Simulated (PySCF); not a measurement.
# SmOF: other functionals and bases at one geometry

Aim: see how levels, charges and forces of SmOF depend on the level of theory. The species was built from a template and needn't be a known compound.

Computed with PySCF 2.14.0. Level: several levels, as the steps say, no spin–orbit coupling.

1 further run of the same task is left out (for a known fault of the program).

### 1 The starting structure

3 atoms, charge 0, spin multiplicity 1.

Bond lengths: Sm1–O2 1.854 Å, Sm1–F3 2.075 Å. Angles: O2–Sm1–F3 110.7°.

Coordinates:

```mol
FOSm
  3D, bonds by distance, orders not assigned

  3  2  0  0  0  0  0  0  0  0999 V2000
    0.0378    0.0000   -0.3554 Sm  0  0
    1.5490    0.0000    0.7192 O   0  0
   -1.6847    0.0000    0.8023 F   0  0
  1  2  8  0
  1  3  8  0
M  END
```

Formal oxidation states: Sm +3. Each metal's 5 4f electrons lie in its core potential, so multiplicities, spins and levels count the valence alone. An earlier session relaxed this geometry at PBE0, Sm lcecp-1-SVP with ECP51, O def2-SVP, F def2-SVP (singlet, point group Cs).

At PBE0 on the finer grid: E = -209.555593 Eh, HOMO -6.63 eV, LUMO -2.16 eV, Mulliken charge on Sm1 +0.91 e, largest force component 0.002 eV/Å. 

Levels to run: BLYP; HF; PBE0, TZVP. Hardware: 2 threads of Arm Neoverse V2, shared host.

### 2 BLYP

Input file run.py (the lines that set the calculation):

```python
mol = gto.M(atom='''
Sm     0.03779     0.00000    -0.35545
O      1.54901     0.00000     0.71916
F     -1.68474     0.00000     0.80231''',
    basis={'Sm': 'lcecp-1-SVP', 'O': 'def2-SVP', 'F': 'def2-SVP'},
    ecp={'Sm': 'lcecp-1-SVP'},
    charge=0, spin=0)
mf = dft.RKS(mol, xc='BLYP')
mf.grids.atom_grid = (75, 302)  # f atoms: unpruned, at least (60, 302)
mf = mf.density_fit()  # fitting sets: Sm AutoAux, O def2-universal-JKFIT, F def2-universal-JKFIT
mf.conv_tol = 1e-08; mf.max_cycle = 55
mf.kernel(dm0)  # dm0: the density of the relaxed state
```

Started as:

```console
> OMP_NUM_THREADS=2 python run.py
```

### 3 HF

Changes to run.py (the lines that set the calculation) since step 2:

```diff
@@ -7,4 +7,3 @@
     charge=0, spin=0)
-mf = dft.RKS(mol, xc='BLYP')
-mf.grids.atom_grid = (75, 302)  # f atoms: unpruned, at least (60, 302)
+mf = scf.RHF(mol)
 mf = mf.density_fit()  # fitting sets: Sm AutoAux, O def2-universal-JKFIT, F def2-universal-JKFIT
```

### 4 PBE0, TZVP

Basis: Sm lcecp-1-TZVP with ECP51, O def2-TZVP, F def2-TZVP. 

Input file run.py (the lines that set the calculation):

```python
mol = gto.M(atom='''
Sm     0.03779     0.00000    -0.35545
O      1.54901     0.00000     0.71916
F     -1.68474     0.00000     0.80231''',
    basis={'Sm': 'lcecp-1-TZVP', 'O': 'def2-TZVP', 'F': 'def2-TZVP'},
    ecp={'Sm': 'lcecp-1-TZVP'},
    charge=0, spin=0)
mf = dft.RKS(mol, xc='PBE0')
mf.grids.atom_grid = (75, 302)  # f atoms: unpruned, at least (60, 302)
mf = mf.density_fit()  # fitting sets: Sm AutoAux, O def2-universal-JKFIT, F def2-universal-JKFIT
mf.conv_tol = 1e-08; mf.max_cycle = 55
mf.kernel(dm0)  # dm0: free metal ions and neutral atoms
```

What does the calculation give? Wanted: for each run, HOMO; gap; charge on Sm1; dipole; largest force.

The runs gave:

| level | state | HOMO (eV) | gap (eV) | charge on Sm1 (e) | dipole (D) | largest force (eV/Å) | basis functions | time |
| --- | --- | --- | --- | --- | --- | --- | --- | --- |
| PBE0 (relaxed here) | singlet | -6.63 | 4.48 | 0.91 | 7.55 | 0.00 | 61 | 3.5 s |
| BLYP | singlet | -5.09 | 2.28 | 0.73 | 6.94 | 1.14 | 61 | 1.7 s |
| HF | singlet | -10.06 | 9.53 | 1.28 | 8.97 | 0.82 | 61 | 0.9 s |
| PBE0, TZVP | singlet | -6.62 | 4.49 | 1.28 | 7.80 | 0.25 | 109 | 5.1 s |

Times are on 2 threads of Arm Neoverse V2, shared host; the first row also made further properties.

In one basis the HOMO–LUMO gap runs from 2.28 eV (BLYP) to 9.53 eV (HF). The largest leftover force, 1.14 eV/Å with BLYP, stands at a geometry relaxed at another level. The Mulliken charge on Sm spans +0.73 to +1.28 e over the levels. With 4f in the core, its levels are missing from HOMO and gap. Total energies of different levels can't be compared. Spin–orbit coupling is left out throughout.
